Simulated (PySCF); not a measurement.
**C6H10P+: runs on many settings**

Aim: see how C6H10P+ (`CC1C=C[PH2+]C=C1`) answers to the choice of functional, basis, grid and SCF options.

The runs use PySCF 2.14.0, with density-fitted response routines of our own; the level of theory stands in each step. All values are computed, except where a source is named. Atoms count from 0, in the outputs and in this text.

## 1. The starting structure

17 atoms, charge 1, multiplicity 1; geometry from: GFN2-xTB.

Bonds of the start (Å): C0–C1 1.55, C1–C2 1.49, C2–C3 1.34, C3–P4 1.77, P4–C5 1.77, C5–C6 1.34, C6–C1 1.49, C0–H7 1.09, C0–H8 1.09, C0–H9 1.09, C1–H10 1.10, C2–H11 1.08, C3–H12 1.08, P4–H13 1.38, P4–H14 1.38, C5–H15 1.08, C6–H16 1.08.

## 2. Ultraviolet spectrum: OLYP/def2-SVPD

What the job is given:

```
{"job": {"kind": "uv", "xc": "OLYP", "basis": "def2-SVPD", "nstates": 1, "ntriplets": 2, "tda": false}, "charge": 1, "multiplicity": 1}
C     -2.007198    -0.215452    -0.690555
C     -0.989072     0.103943     0.426878
C     -0.194573    -1.122766     0.718184
C      1.116786    -1.305908     0.542277
P      2.134251     0.009814    -0.074156
C      1.078168     1.428093    -0.208855
C     -0.228427     1.328093     0.048912
H     -1.486895    -0.461914    -1.613023
H     -2.651861     0.640198    -0.869105
H     -2.627823    -1.058877    -0.402983
H     -1.576071     0.341974     1.324169
H     -0.784256    -1.951169     1.091393
H      1.596266    -2.248539     0.771224
H      2.710853    -0.314395    -1.287194
H      3.211388     0.255458     0.753900
H      1.532379     2.366983    -0.496543
H     -0.840912     2.216495    -0.044432
```

With the program's defaults for keys left out, this is: TDDFT OLYP/def2-SVPD, vertical, gas phase, core orbitals frozen in the response.

Launch:

```
OMP_NUM_THREADS=1 python probes_run.py task.json out
```

The driver reads the jobs from task.json and runs them one after another.

Output:

```text
coarse grid: 14344 points
cycle   1  E = -575.2281162340  dE =  9.308e-01  |g| = 4.910e-01  |ddm| = 8.002e+00
cycle   2  E = -575.0940794383  dE =  1.340e-01  |g| = 8.118e-01  |ddm| = 2.818e+00
cycle   3  E = -575.2864649211  dE = -1.924e-01  |g| = 2.033e-01  |ddm| = 2.082e+00
cycle   4  E = -575.2976436517  dE = -1.118e-02  |g| = 6.250e-02  |ddm| = 5.230e-01
cycle   5  E = -575.2986742862  dE = -1.031e-03  |g| = 1.341e-02  |ddm| = 1.468e-01
cycle   6  E = -575.2987193497  dE = -4.506e-05  |g| = 5.117e-03  |ddm| = 5.753e-02
cycle   7  E = -575.2987264634  dE = -7.114e-06  |g| = 8.091e-04  |ddm| = 1.584e-02
final grid: 132896 points
cycle   8  E = -575.3710802412  dE = -4.220e-05  |g| = 1.231e-02  |ddm| = 3.922e-01
cycle   9  E = -575.3709744909  dE =  1.058e-04  |g| = 2.227e-02  |ddm| = 7.094e-02
cycle  10  E = -575.3711142655  dE = -1.398e-04  |g| = 5.940e-03  |ddm| = 5.713e-02
cycle  11  E = -575.3711245293  dE = -1.026e-05  |g| = 4.941e-04  |ddm| = 1.162e-02
cycle  12  E = -575.3711246037  dE = -7.439e-08  |g| = 1.056e-04  |ddm| = 2.035e-03
cycle  13  E = -575.3711246063  dE = -2.595e-09  |g| = 5.003e-05  |ddm| = 4.262e-04
cycle  14  E = -575.3711246069  dE = -6.453e-10  |g| = 1.752e-05  |ddm| = 1.697e-04
converged SCF energy = -575.3711246069

Static polarisability (au): isotropic 84.524, principal 61.019 80.471 112.084

Singlet excitations
state   eV       nm        f      main configurations
  1   5.3089    233.5   0.01028   H->L+1 0.72, H-1->L 0.26

Triplet excitations (Tamm-Dancoff, eV): 4.3864 4.4019
```

Wall time 57 s (1 thread of Intel Xeon Platinum 8375C at 2.90GHz, shared host); peak memory 0.73 GiB.

Frontier orbitals and where they lie:

```csv
orbital,eV,atoms
HOMO−3,-12.72,"C0 31 %, C1 17 %, H7 14 %"
HOMO−2,-12.55,"C1 14 %, C6 14 %, C2 14 %"
HOMO−1,-11.76,"C3 22 %, C5 22 %, C2 19 %"
HOMO,-11.39,"C5 18 %, C3 18 %, C6 11 %"
LUMO,-6.30,"C2 21 %, P4 16 %, C6 15 %"
LUMO+1,-6.28,"C6 23 %, C5 19 %, C2 16 %"
LUMO+2,-5.05,"P4 44 %, H14 12 %, H13 11 %"
```

With each of the 1 states as a Gaussian band of 0.4 eV half-width at 1/e, the curve within the window shown has maxima at 233 nm (ε 420) L/(mol cm). Beyond the last state computed it falls off for lack of states. The curve at chosen wavelengths:

nm, ε (L/mol/cm) and a bar:
```
      221        237 ################
      223        282 ###################
      224        303 #####################
      226        343 ########################
      228        376 ###########################
      229        389 ############################
      231        408 #############################
      233        416 ##############################
      234        416 ##############################
      236        408 #############################
      238        391 ############################
      239        379 ###########################
      241        351 #########################
      243        318 ######################
      245        282 ###################
      246        264 ##################
      248        228 ###############
      250        193 ############
      251        177 ###########
      253        146 ########
      255        119 ######
      256        107 #####
      258         85 ###
      260         67 ##
      261         59 #
      263         45
```

Leading natural transition orbitals of singlet state 1: the hole lies on C5 25 %; C3, C6 about 14 % each; H10, H13, H14 about 6 % each; the particle on C2 24 %; C3 18 %; C5, C6 about 12 % each.

Ground-state properties from the same run:

```
           property  computed
polarisability (Å³)     12.53
 HOMO–LUMO gap (eV)      5.09
      −ε(HOMO) (eV)     11.39
```

The fields below are evaluated on a grid from the run's orbitals.

Frontier orbitals at OLYP/def2-SVPD, with the share of their density that lies nearest to each atom:

| orbital | energy (eV) | lies on |
| --- | --- | --- |
| HOMO | -11.39 | C3, C5 about 20 % each; C2, C6 about 10 % each; C0, C1 about 6 % each |
| LUMO | -6.30 | C2 21 %; C6 14 %; C3 11 % |

ELF in a plane through or near 6 of the atoms.

Values, 10 rows by 14 columns:
```
0.00 0.00 0.00 0.00 0.00 0.00 0.00 0.00 0.00 0.00 0.00 0.00 0.00 0.00
0.00 0.00 0.00 0.00 0.00 0.01 0.00 0.00 0.00 0.00 0.00 0.00 0.00 0.00
0.00 0.00 0.00 0.00 0.75 0.96 0.07 0.58 0.98 0.10 0.00 0.00 0.00 0.00
0.00 0.00 0.00 0.00 0.28 0.86 0.61 0.86 0.98 0.04 0.04 0.01 0.00 0.00
0.00 0.00 0.81 0.95 0.50 0.81 0.61 0.73 0.63 0.15 0.44 0.11 0.00 0.00
0.00 0.01 0.98 1.00 0.64 0.60 0.10 0.78 0.17 0.42 0.19 0.04 0.00 0.00
0.00 0.00 0.04 0.10 0.19 0.57 0.88 0.70 0.50 0.02 0.48 0.12 0.00 0.00
0.00 0.00 0.00 0.00 0.69 0.97 0.22 0.91 1.00 0.15 0.00 0.00 0.00 0.00
0.00 0.00 0.00 0.00 0.24 0.68 0.01 0.08 0.53 0.01 0.00 0.00 0.00 0.00
0.00 0.00 0.00 0.00 0.00 0.00 0.00 0.00 0.00 0.00 0.00 0.00 0.00 0.00
```
The map spans 11.7 Å across and 10.0 Å up, centred on the molecule. Atoms in the plane (x, y in Å): C1 (1.0, 0.0), C2 (0.2, 1.3), C6 (0.2, -1.3), H11 (0.8, 2.2), H14 (-3.3, 0.0), H16 (0.8, -2.2).

log10 of the density (e/Å³) in the same plane.

Values, 10 rows by 14 columns:
```
-4.0 -4.0 -4.0 -4.0 -4.0 -4.0 -4.0 -4.0 -4.0 -4.0 -4.0 -4.0 -4.0 -4.0
-4.0 -4.0 -4.0 -4.0 -3.1 -2.8 -3.1 -3.1 -3.1 -3.7 -4.0 -4.0 -4.0 -4.0
-4.0 -4.0 -4.0 -3.0 -1.7 -1.0 -1.5 -1.3 -1.2 -2.3 -3.4 -4.0 -4.0 -4.0
-4.0 -4.0 -3.3 -2.4 -1.2 -0.1 -0.1  0.1 -0.1 -1.7 -2.2 -2.9 -3.9 -4.0
-4.0 -3.1 -1.7 -0.7 -0.5 -0.2 -0.2  0.2 -0.1 -0.8 -1.2 -2.1 -3.3 -4.0
-4.0 -2.9 -1.3  0.0 -0.2 -0.3 -0.8  0.0  0.5 -0.4 -1.2 -2.1 -3.3 -4.0
-4.0 -3.6 -2.5 -1.7 -1.0  0.0  0.2  1.7 -0.3 -1.4 -1.5 -2.3 -3.5 -4.0
-4.0 -4.0 -3.9 -2.7 -1.2 -0.2 -0.7 -0.3 -0.3 -1.8 -2.8 -3.3 -4.0 -4.0
-4.0 -4.0 -4.0 -3.4 -2.3 -1.7 -2.2 -2.1 -2.1 -2.9 -3.9 -4.0 -4.0 -4.0
-4.0 -4.0 -4.0 -4.0 -3.8 -3.5 -3.8 -3.9 -3.8 -4.0 -4.0 -4.0 -4.0 -4.0
```
The map spans 11.7 Å across and 10.0 Å up, centred on the molecule. Atoms in the plane (x, y in Å): C1 (1.0, 0.0), C2 (0.2, 1.3), C6 (0.2, -1.3), H11 (0.8, 2.2), H14 (-3.3, 0.0), H16 (0.8, -2.2).

On the surface of density 0.002 e/bohr³ the electrostatic potential runs, from the 1st to the 99th percentile, from 3.49 to 6.06 V.

## 3. Ultraviolet spectrum: PBE0/def2-SVPD

The job, as its differences from that of step 2:

```diff
@@ -1,2 +1,2 @@
-{"job": {"kind": "uv", "xc": "OLYP", "basis": "def2-SVPD", "nstates": 1, "ntriplets": 2, "tda": false}, "charge": 1, "multiplicity": 1}
+{"job": {"kind": "uv", "xc": "PBE0", "basis": "def2-SVPD", "nstates": 1, "ntriplets": 2, "tda": true}, "charge": 1, "multiplicity": 1}
 C     -2.007198    -0.215452    -0.690555
```

Method: TDA PBE0/def2-SVPD, vertical, gas phase, core orbitals frozen in the response.

Output:

```text
coarse grid: 14344 points
cycle   1  E = -574.9341229953  dE =  1.210e+00  |g| = 3.667e-01  |ddm| = 7.623e+00
cycle   2  E = -574.9252139924  dE =  8.909e-03  |g| = 4.036e-01  |ddm| = 2.081e+00
cycle   3  E = -574.9724843122  dE = -4.727e-02  |g| = 8.879e-02  |ddm| = 1.254e+00
cycle   4  E = -574.9742463724  dE = -1.762e-03  |g| = 3.983e-02  |ddm| = 2.597e-01
cycle   5  E = -574.9746425610  dE = -3.962e-04  |g| = 6.299e-03  |ddm| = 8.291e-02
cycle   6  E = -574.9746533831  dE = -1.082e-05  |g| = 1.502e-03  |ddm| = 2.492e-02
cycle   7  E = -574.9746539795  dE = -5.964e-07  |g| = 3.130e-04  |ddm| = 6.320e-03
final grid: 132896 points
cycle   8  E = -575.0480963608  dE = -3.294e-05  |g| = 7.844e-03  |ddm| = 1.821e-01
cycle   9  E = -575.0480883244  dE =  8.036e-06  |g| = 9.389e-03  |ddm| = 3.541e-02
cycle  10  E = -575.0481127244  dE = -2.440e-05  |g| = 1.559e-03  |ddm| = 2.332e-02
cycle  11  E = -575.0481133827  dE = -6.583e-07  |g| = 2.510e-04  |ddm| = 3.843e-03
cycle  12  E = -575.0481133988  dE = -1.604e-08  |g| = 5.196e-05  |ddm| = 8.096e-04
cycle  13  E = -575.0481133994  dE = -6.371e-10  |g| = 2.141e-05  |ddm| = 2.489e-04
converged SCF energy = -575.0481133994

Static polarisability (au): isotropic 83.201, principal 60.953 78.723 109.925

Singlet excitations
state   eV       nm        f      main configurations
  1   6.0896    203.6   0.01240   H->L+1 0.85, H-1->L 0.13

Triplet excitations (Tamm-Dancoff, eV): 4.2621 4.2904
```

Wall time 28 s (1 thread of Intel Xeon Platinum 8375C at 2.90GHz, shared host); peak memory 1 GiB.

In short: HOMO -12.64 eV, LUMO -5.48 eV; lowest singlet 6.09 eV.

## 4. Shielding tensors: PBE0/pcSseg-1

The job, as its differences from that of step 3:

```diff
@@ -1,2 +1,2 @@
-{"job": {"kind": "uv", "xc": "PBE0", "basis": "def2-SVPD", "nstates": 1, "ntriplets": 2, "tda": true}, "charge": 1, "multiplicity": 1}
+{"job": {"kind": "nmr", "xc": "PBE0", "basis": "pcSseg-1", "pop": true, "grid": 0, "scf": {"max_cycle": 87}}, "charge": 1, "multiplicity": 1}
 C     -2.007198    -0.215452    -0.690555
```

With the program's defaults for keys left out, this is: GIAO PBE0/pcSseg-1 NMR shielding, non-relativistic, gas phase.

Output:

```text
final grid: 14344 points
cycle   1  E = -575.1728711583  dE =  1.273e+00  |g| = 3.898e-01  |ddm| = 3.767e+00
cycle   2  E = -575.1630268416  dE =  9.844e-03  |g| = 4.314e-01  |ddm| = 8.904e-01
cycle   3  E = -575.2134934390  dE = -5.047e-02  |g| = 8.935e-02  |ddm| = 5.345e-01
cycle   4  E = -575.2152400013  dE = -1.747e-03  |g| = 3.945e-02  |ddm| = 9.974e-02
cycle   5  E = -575.2156221119  dE = -3.821e-04  |g| = 6.270e-03  |ddm| = 3.423e-02
cycle   6  E = -575.2156322335  dE = -1.012e-05  |g| = 1.484e-03  |ddm| = 8.379e-03
cycle   7  E = -575.2156327723  dE = -5.387e-07  |g| = 3.049e-04  |ddm| = 1.829e-03
cycle   8  E = -575.2156327926  dE = -2.032e-08  |g| = 1.213e-04  |ddm| = 4.046e-04
cycle   9  E = -575.2156327962  dE = -3.641e-09  |g| = 1.387e-05  |ddm| = 1.186e-04
cycle  10  E = -575.2156327963  dE = -3.752e-11  |g| = 5.163e-06  |ddm| = 1.765e-05
converged SCF energy = -575.2156327963

GIAO shielding tensors (ppm)
atom      isotropic    diamagn.    paramagn.     s11        s22        s33       span
  0 C      166.068     248.666     -82.598    154.816    157.459    185.928     31.113
  1 C      146.609     250.404    -103.794    113.226    151.752    174.850     61.624
  2 C        8.767     255.705    -246.938   -124.445    -15.639    166.385    290.830
  3 C       92.281     264.424    -172.143     -8.813    111.084    174.571    183.384
  4 P      417.934     968.183    -550.249    358.064    432.354    463.386    105.322
  5 C       92.273     264.431    -172.158     -8.778    110.934    174.663    183.440
  6 C        8.962     255.793    -246.831   -124.234    -15.479    166.599    290.833
  7 H       30.782      30.332       0.450     26.340     29.721     36.284      9.944
  8 H       29.702      28.974       0.727     25.488     27.189     36.430     10.942
  9 H       29.707      28.965       0.742     25.493     27.193     36.435     10.942
 10 H       27.982      30.484      -2.502     24.767     25.214     33.965      9.198
 11 H       23.459      30.701      -7.242     20.957     22.474     26.944      5.987
 12 H       25.514      28.984      -3.470     21.775     25.862     28.906      7.131
 13 H       25.080      26.988      -1.908     21.531     21.734     31.976     10.444
 14 H       25.009      26.460      -1.452     21.314     21.750     31.961     10.647
 15 H       25.520      28.984      -3.464     21.780     25.871     28.908      7.128
 16 H       23.459      30.723      -7.264     20.964     22.477     26.938      5.974
```

Wall time 21 s (1 thread of Intel Xeon Platinum 8375C at 2.90GHz, shared host); peak memory 0.92 GiB.

The run ended normally, but its values are not to be used for the molecule: grid level 0 is too coarse.

## 5. TDDFT and polarisability: BHandHLYP/pcSseg-1

The job, as its differences from that of step 4:

```diff
@@ -1,2 +1,2 @@
-{"job": {"kind": "nmr", "xc": "PBE0", "basis": "pcSseg-1", "pop": true, "grid": 0, "scf": {"max_cycle": 87}}, "charge": 1, "multiplicity": 1}
+{"job": {"kind": "uv", "xc": "BHandHLYP", "basis": "pcSseg-1", "nstates": 1, "ntriplets": 5, "tda": false, "scf": {"conv": 1e-06, "guess": "huckel"}}, "charge": 1, "multiplicity": 1}
 C     -2.007198    -0.215452    -0.690555
```

Level: TDDFT BHandHLYP/pcSseg-1, vertical, gas phase, core orbitals frozen in the response.

Output:

```text
final grid: 132896 points
cycle   1  E = -574.4032456688  dE = -2.245e+00  |g| = 2.073e+00  |ddm| = 4.361e+00
cycle   2  E = -574.5189899408  dE = -1.157e-01  |g| = 1.911e+00  |ddm| = 3.677e+00
cycle   3  E = -575.5110153465  dE = -9.920e-01  |g| = 2.004e-01  |ddm| = 2.477e+00
cycle   4  E = -575.5166770792  dE = -5.662e-03  |g| = 1.442e-01  |ddm| = 3.132e-01
cycle   5  E = -575.5219535633  dE = -5.276e-03  |g| = 2.303e-02  |ddm| = 1.351e-01
cycle   6  E = -575.5220777191  dE = -1.242e-04  |g| = 5.637e-03  |ddm| = 2.357e-02
cycle   7  E = -575.5220856521  dE = -7.933e-06  |g| = 1.418e-03  |ddm| = 6.719e-03
cycle   8  E = -575.5220861835  dE = -5.313e-07  |g| = 3.294e-04  |ddm| = 1.743e-03
converged SCF energy = -575.5220861835

Static polarisability (au): isotropic 75.954, principal 51.620 70.533 105.710

Singlet excitations
state   eV       nm        f      main configurations
  1   6.6528    186.4   0.00181   H->L+1 0.76, H-1->L 0.22

Triplet excitations (Tamm-Dancoff, eV): 4.2529 4.2952 6.8049 7.0070 7.2223
```

Run time: 22 s. Hardware: 1 thread of Intel Xeon Platinum 8375C at 2.90GHz, shared host; peak memory 0.91 GiB.

In short: HOMO -13.63 eV, LUMO -4.38 eV; lowest singlet 6.65 eV.

## 6. NMR shieldings: mPW1PW91/pcSseg-0

The job, as its differences from that of step 5:

```diff
@@ -1,2 +1,2 @@
-{"job": {"kind": "uv", "xc": "BHandHLYP", "basis": "pcSseg-1", "nstates": 1, "ntriplets": 5, "tda": false, "scf": {"conv": 1e-06, "guess": "huckel"}}, "charge": 1, "multiplicity": 1}
+{"job": {"kind": "nmr", "xc": "mPW1PW91", "basis": "pcSseg-0", "pop": false, "scf": {"guess": "vsap"}}, "charge": 1, "multiplicity": 1}
 C     -2.007198    -0.215452    -0.690555
```

Method: GIAO mPW1PW91/pcSseg-0 NMR shielding, non-relativistic, gas phase.

Output:

```text
final grid: 132896 points
cycle   1  E = -569.6856146855  dE =  3.717e+00  |g| = 3.417e+00  |ddm| = 1.471e+01
cycle   2  E = -546.7145795873  dE =  2.297e+01  |g| = 8.323e+00  |ddm| = 2.043e+01
cycle   3  E = -574.0440424864  dE = -2.733e+01  |g| = 1.522e+00  |ddm| = 1.370e+01
cycle   4  E = -574.4846540344  dE = -4.406e-01  |g| = 9.288e-01  |ddm| = 3.303e+00
cycle   5  E = -574.7270737192  dE = -2.424e-01  |g| = 1.868e-01  |ddm| = 1.124e+00
cycle   6  E = -574.7346042105  dE = -7.530e-03  |g| = 9.702e-02  |ddm| = 3.044e-01
cycle   7  E = -574.7371319609  dE = -2.528e-03  |g| = 1.626e-02  |ddm| = 1.318e-01
cycle   8  E = -574.7371957324  dE = -6.377e-05  |g| = 3.864e-03  |ddm| = 2.475e-02
cycle   9  E = -574.7372001625  dE = -4.430e-06  |g| = 9.352e-04  |ddm| = 7.096e-03
cycle  10  E = -574.7372004070  dE = -2.445e-07  |g| = 3.805e-04  |ddm| = 1.863e-03
cycle  11  E = -574.7372004420  dE = -3.504e-08  |g| = 1.068e-04  |ddm| = 4.841e-04
cycle  12  E = -574.7372004443  dE = -2.329e-09  |g| = 4.927e-05  |ddm| = 1.621e-04
cycle  13  E = -574.7372004449  dE = -5.696e-10  |g| = 1.248e-05  |ddm| = 6.535e-05
converged SCF energy = -574.7372004449

GIAO shielding tensors (ppm)
atom      isotropic    diamagn.    paramagn.     s11        s22        s33       span
  0 C      172.758     244.727     -71.969    161.530    162.523    194.221     32.691
  1 C      156.728     246.064     -89.336    120.975    163.949    185.260     64.285
  2 C       19.093     256.260    -237.168   -115.744     -7.270    180.293    296.037
  3 C       98.769     267.875    -169.105     -9.481    119.883    185.905    195.386
  4 P      500.640     968.469    -467.829    424.410    521.406    556.104    131.693
  5 C       98.813     267.904    -169.091     -9.367    119.836    185.971    195.338
  6 C       19.161     256.272    -237.111   -115.731     -7.161    180.377    296.108
  7 H       32.114      28.093       4.021     27.380     31.147     37.816     10.436
  8 H       31.228      29.256       1.973     26.741     28.697     38.247     11.506
  9 H       31.232      29.265       1.967     26.743     28.704     38.250     11.507
 10 H       29.602      31.427      -1.825     26.300     26.416     36.090      9.790
 11 H       25.194      29.652      -4.459     23.207     24.739     27.635      4.427
 12 H       27.449      29.238      -1.789     22.870     27.277     32.199      9.329
 13 H       27.242      26.419       0.823     22.895     23.082     35.748     12.852
 14 H       27.210      26.823       0.387     22.513     23.247     35.869     13.356
 15 H       27.458      29.257      -1.799     22.872     27.296     32.207      9.334
 16 H       25.195      29.659      -4.464     23.209     24.743     27.633      4.423
```

Run time: 9.7 s. Hardware: 1 thread of Intel Xeon Platinum 8375C at 2.90GHz, shared host; peak memory 0.59 GiB.

Shifts follow as δ = σ(reference) − σ, with reference shieldings (ppm) from runs at the same level and on the same kind of geometry: 1H TMS 33.32, 13C TMS 195.4, 31P PH3 651.2. The references are single molecules in the gas phase, so shifts against H2O, NH3, PH3, H3PO4 or CFCl3 are not on the usual liquid scales and can be off by tens of ppm. Atoms listed in one row are averaged.

```csv
atoms,environment,σ (ppm),δ (ppm)
"C2, C6",alkene CH,19.1,176.3
"C3, C5",alkene CH,98.8,96.6
C1,allylic sp3 CH,156.7,38.7
C0,methyl carbon,172.8,22.7
"H11, H16",hydrogen on an alkene CH,25.19,8.13
H14,"hydrogen on a phosphorus bonded to 2 C, in a 6-membered ring",27.21,6.11
H13,"hydrogen on a phosphorus bonded to 2 C, in a 6-membered ring",27.24,6.08
"H12, H15",hydrogen on an alkene CH,27.45,5.87
H10,hydrogen on an allylic sp3 CH,29.60,3.72
"H7, H8, H9",hydrogen on a methyl carbon,31.52,1.80
P4,"phosphorus bonded to 2 C, 2 H, in a 6-membered ring",500.6,150.6
```

Ring of atoms C1, C2, C3, P4, C5, C6: NICS(0) -1.6, NICS(1) -2.5, NICS(1)zz 1.1 ppm (means of both faces).

## 7. Run by run: electronic excitations

Excitations and ground-state properties, with basis size and wall time:

```
               run  lowest singlet (eV)  brightest (eV)      f  gap (eV)  α (Å³)  functions  time
    OLYP/def2-SVPD                 5.31            5.31  0.010      5.09   12.53        224  57 s
    PBE0/def2-SVPD                 6.09            6.09  0.012      7.16   12.33        224  28 s
BHandHLYP/pcSseg-1                 6.65            6.65  0.002      9.24   11.26        176  22 s
```

## 8. Summary of results

| quantity | value |
| --- | --- |
| lowest singlet (OLYP/def2-SVPD) | 5.31 eV (234 nm), f = 0.010 |
| lowest triplet | 4.39 eV |
| 13C shifts against TMS (mPW1PW91/pcSseg-0, means over atoms taken as alike) | 176.3, 96.6, 38.7, 22.7 ppm |
| 1H shifts against TMS (mPW1PW91/pcSseg-0, means over atoms taken as alike) | 8.13, 6.11, 6.08, 5.87, 3.72, 1.80 ppm |
| 31P shifts against PH3 (mPW1PW91/pcSseg-0) | 150.6 ppm |
| range of the lowest singlet | 5.31 to 6.65 eV |
| property runs in this session | 5, of which 0 failed and 1 gave unsound results |

What this shows: Single values in the summary come from the first run of each kind that ended normally (OLYP/def2-SVPD; mPW1PW91/pcSseg-0), which need not be the best level. The first singlet state (HOMO→LUMO+1 0.72, HOMO−1→LUMO 0.26) lies at 5.31 eV and is weak. The lowest triplet lies 0.92 eV below the lowest singlet (triplets in Tamm-Dancoff, singlets in full TDDFT). At OLYP/def2-SVPD, counted by nearest atom on the grid, the HOMO lies on C3, C5 about 20 % each; C2, C6 about 10 % each, the LUMO on C2 21 %; C6 14 %. At mPW1PW91/pcSseg-0: The largest span, 296 ppm, is at C2, C6, where the paramagnetic term is -237 ppm. The lowest singlet runs from 5.31 eV (OLYP/def2-SVPD) to 6.65 eV (BHandHLYP/pcSseg-1), while the orbital gap spans 5.09 to 9.24 eV. The lowest state need not be the same one in every run.
